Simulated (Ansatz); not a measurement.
# KHO: small, medium and large basis sets

An exercise on one series of results from a longer session: the logs are not shown, and one member is left open.

Method: one geometry, several basis sets; program: Ansatz 0.2.0, Gaussian basis.

Levels to be run: PBE0-D4/def2-SVP; ωB97M-V/def2-SVP; PBE0-D4/def2-QZVPP; ωB97M-V/def2-QZVPP; the functionals' def2-TZVPP values are taken from earlier runs.

## The relaxed structure

All runs share one geometry, relaxed beforehand with PBE0-D4 in a triple-zeta def2 set.

3 atoms, charge 0, spin multiplicity 1.

Atoms are counted from 1 here; the program's logs count them from 0.

Bond lengths: O1–K2 2.210 Å, O1–H3 0.955 Å. Angles: K2–O1–H3 180.0°.

The first run:

File in.yaml:

```yaml
crystal:
  periodic: [false, false, false]
  atoms:
    - {symbol: O, position_ang: [-0.368828, 0.046828, -0.196855]}
    - {symbol: K, position_ang: [1.559619, -0.315608, 0.819383]}
    - {symbol: H, position_ang: [-1.201790, 0.203980, -0.635728]}
basis:
  gaussian: {orbitals: def2-SVP}
hamiltonian: {xc: pbe0, dispersion: d4}
output: {orbitals: {seedname: orbitals}}
```

Steps of the session up to this table: PBE0-D4 in def2-SVP; ωB97M-V in def2-SVP; PBE0-D4 in def2-QZVPP; ωB97M-V in def2-QZVPP.

One of the session's tables, all rows but one given; the rest of the session is left out.

It belongs to the step «Functionals by basis». 

```
functional       basis  HOMO (eV)  LUMO (eV)
   PBE0-D4    def2-SVP      -4.28      -0.91
   PBE0-D4  def2-TZVPP      -4.80      -0.88
   PBE0-D4  def2-QZVPP      -4.95      -0.87
   ωB97M-V    def2-SVP          ?          ?
   ωB97M-V  def2-TZVPP      -7.31      -0.43
   ωB97M-V  def2-QZVPP      -7.46      -0.47
```

Q: Estimate the row for ωB97M-V, def2-SVP from the others.

**Answer.** HOMO (eV): -6.76; LUMO (eV): -0.42. In the column «HOMO (eV)» it lies between ωB97M-V, def2-TZVPP (-7.31) and PBE0-D4, def2-QZVPP (-4.95).
